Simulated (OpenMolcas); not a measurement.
# SnH3O2 (SMILES [OH][SnH][OH]): levels of theory compared

Aim: a comparison of 6 runs (UHF/STO-3G, U-r2SCAN/def2-SVPD, U-revPBE/def2-SVPD, UBHLYP/def2-SVPD, UM06-L/def2-SVPD, UPBE0/def2-SVPD) of SnH3O2. 

The results are computed with OpenMolcas 26.06.

## Step 1: The system as given

The species is SnH3O2 (6 atoms), meant as a doublet with charge 0. As SMILES, `[OH][SnH][OH]`. The coordinates come from a PBE0-D4/def2-TZVP relaxation. This is one conformer, not always the lowest.

Bond lengths: O1–Sn2 1.978 Å, Sn2–O3 1.963 Å, O1–H4 0.960 Å, Sn2–H5 1.748 Å, O3–H6 0.962 Å. Angles: O1–Sn2–O3 99.7°, O1–Sn2–H5 110.6°, O3–Sn2–H5 104.3°, Sn2–O1–H4 115.0°, Sn2–O3–H6 112.0°.

## Step 2: Energy and forces at UHF/STO-3G (run 1)

Input file run.input:

```
>>> EXPORT MOLCAS_PRINT=2

&GATEWAY
  BasLib
  $CurrDir
  BasisSet
  O.STO-3G....
  O1 -1.248300 -0.684700 -0.233400 angstrom
  O3 1.413900 -0.038300 1.016700 angstrom
  End of Basis
  BasisSet
  Sn.STO-3G....
  Sn2 0.417000 0.302500 -0.639600 angstrom
  End of Basis
  BasisSet
  H.STO-3G....
  H4 -1.852000 -0.783400 -0.973600 angstrom
  H5 0.128600 2.026100 -0.624300 angstrom
  H6 1.182700 -0.886000 1.408100 angstrom
  End of Basis

&SEWARD

&SCF
  UHF
  Spin
  2
  Thresholds
  1e-10 1e-07 1e-07 1e-05
  PrOrbitals
  0

&ALASKA
```

The basis set STO-3G is read from a file made from the Basis Set Exchange's data (not shown).

Command:

```
$ export MOLCAS_MEM=1860
$ pymolcas run.input > run.log
```

What it wrote:

```text
--- Start Module: gateway ---
[...]
--- Stop Module: gateway /rc=_RC_ALL_IS_WELL_ ---
[...]
      Basis functions           40
[...]
--- Start Module: scf ---
[...]
       Convergence after  19 Iterations
[...]
::    Total SCF energy                              -6112.6863964916
[...]
      Total spin, S                                     0.5038234407
[...]
      Total electronic charge=   69.000000
      Total            charge=   -0.000000
[...]
      Dipole Moment (debye):
      Origin of the operator (angstrom)=    0.3363    0.1618   -0.4154
                   X= -1.1272E-01               Y= -5.5202E-01               Z= -2.8565E+00           Total=  2.9115E+00
      Quadrupole Moment (debye*angstrom):
[...]
--- Stop Module: scf /rc=_RC_ALL_IS_WELL_ ---
--- Start Module: alaska ---
[...]
 *              Molecular gradients               *
 **************************************************
  Irreducible representation: a
 ------------------------------------------------------------------------------------------
                              X                       Y                       Z
 ------------------------------------------------------------------------------------------
  O1               -3.59217807613277E-02   -1.15613455529164E-02   -3.07903820045770E-02
  O3               -4.42288134903635E-03   -3.66467538410558E-02    2.18159389932779E-02
  SN2               1.71787306773030E-02   -1.43718690255863E-02   -1.51922760501222E-02
  H4                1.55444116577668E-02   -1.22110233388750E-03    3.11746186441311E-02
  H5               -4.29301514812663E-03    3.39752925907764E-02   -2.85038689981254E-04
  H6                1.19145349234283E-02    2.98257781625821E-02   -6.72286089267837E-03
 ------------------------------------------------------------------------------------------
--- Stop Module: alaska /rc=_RC_ALL_IS_WELL_ ---
[...]
```

Run time: 2 s. Hardware: 1 thread of Intel Xeon 6975P-C (Granite Rapids), shared host; peak memory 0.38 GiB.

## Step 3: The energy at U-r2SCAN/def2-SVPD (core potential) (run 2)

Input file run.inp:

```
&GATEWAY
  BasLib=$CurrDir
  Coord
  6
  angstrom
  O       -1.248300      -0.684700      -0.233400
  Sn       0.417000       0.302500      -0.639600
  O        1.413900      -0.038300       1.016700
  H       -1.852000      -0.783400      -0.973600
  H        0.128600       2.026100      -0.624300
  H        1.182700      -0.886000       1.408100
  Basis=def2-SVPD
  Group=NoSym

&SEWARD
  GridInput
  Grid=UltraFine
  End of Grid

&SCF
  UHF
  Spin=2
  KSDFT=2
  1.0 MGGA_X_R2SCAN
  1.0 MGGA_C_R2SCAN
  Thresholds=1e-10 1e-07 1e-07 1e-05
  PrOrbitals=1 1
```

The basis set def2-SVPD is read from a file made from the Basis Set Exchange's data (not shown).

Command:

```
$ export MOLCAS_MEM=1860
$ pymolcas run.inp > run.log
```

What it wrote:

```text
--- Start Module: gateway ---
[...]
--- Stop Module: gateway /rc=_RC_ALL_IS_WELL_ ---
--- Start Module: seward ---
[...]
      Basis functions          102
--- Stop Module: seward /rc=_RC_ALL_IS_WELL_ ---
[...]
--- Start Module: scf ---
[...]
       Convergence after  19 Iterations
[...]
::    Total KS-DFT energy                            -366.4437045797
[...]
      Total spin, S                                     0.5031525983
[...]
      Total electronic charge=   41.000000
      Total            charge=   -0.000000
[...]
      Dipole Moment (debye):
      Origin of the operator (angstrom)=    0.3363    0.1618   -0.4154
                   X= -5.7160E-01               Y= -2.6167E-01               Z= -2.3024E+00           Total=  2.3867E+00
      Quadrupole Moment (debye*angstrom):
[...]
--- Stop Module: scf /rc=_RC_ALL_IS_WELL_ ---
[...]
```

Run time: 55 s. Hardware: 1 thread of Intel Xeon 6975P-C (Granite Rapids), shared host; peak memory 0.57 GiB.

Runs 3 to 4 aren't shown in full; the table further down has their settings and results.

## Step 4: A single-point energy at UM06-L/def2-SVPD (core potential) (run 5)

Input file geom.xyz:

```xyz
6

O     -1.248300    -0.684700    -0.233400
Sn     0.417000     0.302500    -0.639600
O      1.413900    -0.038300     1.016700
H     -1.852000    -0.783400    -0.973600
H      0.128600     2.026100    -0.624300
H      1.182700    -0.886000     1.408100
```

Input file run.input:

```
* H3O2Sn Kohn-Sham DFT

&GATEWAY
  BasLib
  $CurrDir
  Coord
  geom.xyz
  Basis
  def2-SVPD
  Group
  NoSym

&SEWARD
  GridInput
  Grid=UltraFine
  End of Grid

&SCF
  UHF
  Spin
  2
  KSDFT
  M06L
  Thresholds
  1e-10 1e-07 1e-07 1e-05
  PrOrbitals
  1 1
```

The basis set def2-SVPD is read from a file made from the Basis Set Exchange's data (not shown).

Command:

```
$ export MOLCAS_MEM=1860
$ pymolcas run.input > run.log
```

What it wrote:

```text
--- Start Module: gateway ---
[...]
--- Stop Module: gateway /rc=_RC_ALL_IS_WELL_ ---
--- Start Module: seward ---
[...]
      Basis functions          102
--- Stop Module: seward /rc=_RC_ALL_IS_WELL_ ---
[...]
--- Start Module: scf ---
[...]
       Convergence after  19 Iterations
[...]
::    Total KS-DFT energy                            -366.5729165069
[...]
      Total spin, S                                     0.5014547369
[...]
      Total electronic charge=   41.000000
      Total            charge=   -0.000000
[...]
      Dipole Moment (debye):
      Origin of the operator (angstrom)=    0.3363    0.1618   -0.4154
                   X= -5.6158E-01               Y= -2.8153E-01               Z= -2.2966E+00           Total=  2.3810E+00
      Quadrupole Moment (debye*angstrom):
[...]
--- Stop Module: scf /rc=_RC_ALL_IS_WELL_ ---
[...]
```

Wall time 59 s (1 thread of Intel Xeon 6975P-C (Granite Rapids), shared host); peak memory 0.57 GiB.

## Step 5: Energy and gradient at UPBE0/def2-SVPD (core potential) (run 6)

Input file run.inp:

```
&GATEWAY
  BasLib=$CurrDir
  Coord
  6
  bohr
  O     -2.35894512    -1.29389548    -0.44106208
  Sn     0.78801579     0.57164215    -1.20866883
  O      2.67188377    -0.07237651     1.92128455
  H     -3.49977278    -1.48041145    -1.83983735
  H      0.24301878     3.82877410    -1.17975602
  H      2.23497909    -1.67429735     2.66092336
  Basis=def2-SVPD
  Group=NoSym

&SEWARD
  GridInput
  Grid=UltraFine
  End of Grid

&SCF
  UHF
  Spin=2
  KSDFT=PBE0
  Thresholds=1e-10 1e-07 1e-07 1e-05
  PrOrbitals=1 1

&ALASKA
```

The basis set def2-SVPD is read from a file made from the Basis Set Exchange's data (not shown).

Command:

```
$ export MOLCAS_MEM=1860
$ pymolcas run.inp > run.log
```

What it wrote:

```text
--- Start Module: gateway ---
[...]
--- Stop Module: gateway /rc=_RC_ALL_IS_WELL_ ---
[...]
      Basis functions          102
[...]
--- Start Module: scf ---
[...]
       Convergence after  17 Iterations
[...]
::    Total KS-DFT energy                            -366.2807006409
[...]
      Total spin, S                                     0.5025533308
[...]
      Total electronic charge=   41.000000
      Total            charge=   -0.000000
[...]
      Dipole Moment (debye):
      Origin of the operator (angstrom)=    0.3363    0.1618   -0.4154
                   X= -5.3469E-01               Y= -2.1241E-01               Z= -2.4390E+00           Total=  2.5059E+00
      Quadrupole Moment (debye*angstrom):
[...]
--- Stop Module: scf /rc=_RC_ALL_IS_WELL_ ---
[...]
--- Start Module: alaska ---
[...]
 *              Molecular gradients               *
 **************************************************
  Irreducible representation: a
 ------------------------------------------------------------------------------------------
                              X                       Y                       Z
 ------------------------------------------------------------------------------------------
  O1                9.39922821045158E-03    5.82248361329896E-03   -2.83435838475832E-03
  SN2              -4.95636190966664E-03   -8.76322860481960E-03    1.48389410701046E-02
  O3               -6.42685057595216E-03    1.63556284922040E-03   -1.05880587408613E-02
  H4                2.23130115932957E-03    9.63459597988381E-04    5.25266708384819E-04
  H5                1.99856575691992E-04   -1.28489951247168E-03   -2.76323678363166E-05
  H6               -4.47173459966144E-04    1.62662205677933E-03   -1.91415828508035E-03
 ------------------------------------------------------------------------------------------
--- Stop Module: alaska /rc=_RC_ALL_IS_WELL_ ---
[...]
```

Wall time 43 s (1 thread of Intel Xeon 6975P-C (Granite Rapids), shared host); peak memory 0.57 GiB.

## Step 6: All runs side by side

| run | level | task | integration grid | energy (Eh) | dipole moment (D) | HOMO energy (eV) | LUMO energy (eV) | wall time |
| --- | --- | --- | --- | --- | --- | --- | --- | --- |
| 1 | UHF/STO-3G | gradient | – | -6112.686396 | 2.91 | -5.56 | 4.47 | 2 s |
| 2 | U-r2SCAN/def2-SVPD (core potential) | energy | UltraFine | -366.443705 | 2.39 | -5.69 | -4.04 | 55 s |
| 3 | U-revPBE/def2-SVPD (core potential) | gradient | UltraFine | -366.439889 | 2.27 | -5.29 | -4.23 | 56 s |
| 4 | UBHLYP/def2-SVPD (core potential) | gradient | UltraFine | -366.285363 | 2.77 | -7.57 | -2.80 | 41 s |
| 5 | UM06-L/def2-SVPD (core potential) | energy | UltraFine | -366.572917 | 2.38 | -5.26 | -4.34 | 59 s |
| 6 | UPBE0/def2-SVPD (core potential) | gradient | UltraFine | -366.280701 | 2.51 | -6.51 | -3.52 | 43 s |

## Step 7: Outcome

| quantity | value |
| --- | --- |
| run 6: total energy | -366.28070 Eh |
| run 6: dipole moment | 2.51 D |
| run 6: HOMO energy (highest over α and β) | -6.51 eV |
| run 6: LUMO energy (lowest over α and β) | -3.52 eV |
| run 6: ⟨S²⟩ | 0.755 |
| run 6: largest force on an atom | 0.922 eV/Å |

The dipole moment (its size) runs from 2.27 D (U-revPBE/def2-SVPD) to 2.91 D (UHF/STO-3G). The two ends differ in method and basis and core potential. Totals of different functionals can't be ranked against each other. Some runs of one species differ in core potentials or relativity; totals across that change don't compare. In run 1 the basis is minimal, so the values are rough. In run 1 relativity is left out where basis or elements ask for it. All runs together took 4.3 min, the longest 59 s.
